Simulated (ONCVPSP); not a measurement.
# Pseudopotential generation for boron: ONCV, PBE

Do these settings give a usable potential? It is generated, then checked for transferability, scattering, ghosts and hardness.

Program: ONCVPSP 4.0.1.1 (patched build). Reference atom: PBE, scalar-relativistic, spherical and spin-unpolarised. All values are calculated.

### 1 Settings

Typed settings, in words:

```json
{"element": "boron (B, Z = 5)", "type": "optimised norm-conserving Vanderbilt (ONCV)", "frozen core": "[He]", "valence charge": "3", "reference configuration": "2s1 2p2", "partial waves": "2s: rc 1.20 bohr, ncon 4, nbas 7, qcut 5 1/bohr, 3 projectors, debl 3.1 Ha; 2p: rc 2.30 bohr, ncon 3, nbas 6, qcut 7.6 1/bohr, 2 projectors, debl 3.7 Ha; d scattering state at 0.18 Ha: rc 2.05 bohr, ncon 4, nbas 8, qcut 4.9 1/bohr, 2 projectors, debl 1.3 Ha", "local potential": "polynomial inside 0.75 bohr (lpopt 5, dvloc0 0 Ha)", "core correction": "Teter function, fcfact 5, rcfact 1.6"}
```

The outer shells as boxes (Hund's rule for the drawing; the calculation is spin-unpolarised):

```
[He] core
2s [↑ ]
2p [↑ ][↑ ][  ]
```

The nodes and maxima of the atom's own shells, from an earlier all-electron run, set the scale for the radii.

All-electron outer shells of the reference configuration (PBE, scalar-relativistic, ld1.x):

```
shell  level (eV)  outermost node (bohr)  outermost maximum (bohr)
   1s     -181.74                      –                      0.21
   2s       -9.92                   0.46                      1.52
   2p       -4.06                      –                      1.55
```

### 2 The generation run

B.dat reads:

```
# ATOM AND REFERENCE CONFIGURATION
# atsym  z   nc   nv     iexc    psfile
  B 5.00    1    2        4      upf
#
#   n    l    f
    1    0    2.00
    2    0    1.00
    2    1    2.00
#
# PSEUDOPOTENTIAL AND OPTIMIZATION
# lmax
    2
#
#   l,   rc,      ep,       ncon, nbas, qcut
    0    1.20    0.00    4    7    5.00
    1    2.30    0.00    3    6    7.60
    2    2.05    0.18    4    8    4.90
#
# LOCAL POTENTIAL
# lloc, lpopt,  rc(5),   dvloc0
    4    5    0.75    0.00
#
# VANDERBILT-KLEINMAN-BYLANDER PROJECTORs
# l, nproj, debl
    0    3    3.10
    1    2    3.70
    2    2    1.30
#
# MODEL CORE CHARGE
# icmod, fcfact, rcfact
    3    5.00    1.60
#
# LOG DERIVATIVE ANALYSIS
# epsh1, epsh2, depsh
   -2.00    5.00    0.02
#
# OUTPUT GRID
# rlmax, drl
    6.00    0.01
#
# TEST CONFIGURATIONS
# ncnf
    4
# nvcnf
#   n    l    f
    2
    2    0    2.00
    2    1    1.00
#
    2
    2    0    2.00
    2    1    0.00
#
    2
    2    0    1.00
    2    1    0.00
#
    2
    2    0    1.00
    2    1    1.00
#
```

Run with:

```console
$ oncvpsp.x < B.dat > B.out
```

Before running it: what results should come out? Wanted: cutoffs for 1 and 0.1 mHa per electron, occupied waves; bound ghosts; GHOST(+) flags; largest test error; largest phase difference near zero energy, channels read; rms error of d²Exc/dn², without and with the model core.

**Answer**, as computed:

| quantity | value |
| --- | --- |
| cutoffs for 1 and 0.1 mHa per electron, occupied waves | 12 Ha and 28 Ha |
| bound ghosts | s at -119.82 eV |
| GHOST(+) flags | s at 2196 eV |
| largest test error (AE − PS) | +148 meV, for 2s1 2p0 |
| largest phase difference near zero energy, channels read | 0.000 rad |
| rms error of d²Exc/dn², without and with the model core | 2.05 and 0.92 mHa |

**Reading.** It has a bound ghost (s), a state that the atom doesn't have, and that rules the file out. The worst unpolarised test, 2s1 2p0, is off by 148 meV on 27.8 eV; by total energies transferability rates as poor. It counts as soft on the atom, with 12 Ha needed at the looser tolerance. Near zero energy the phases of the channels with partial waves agree within 0.001 rad. The program also flags highly localised states, GHOST(+) (s). All of this concerns the isolated atom, not yet a solid.
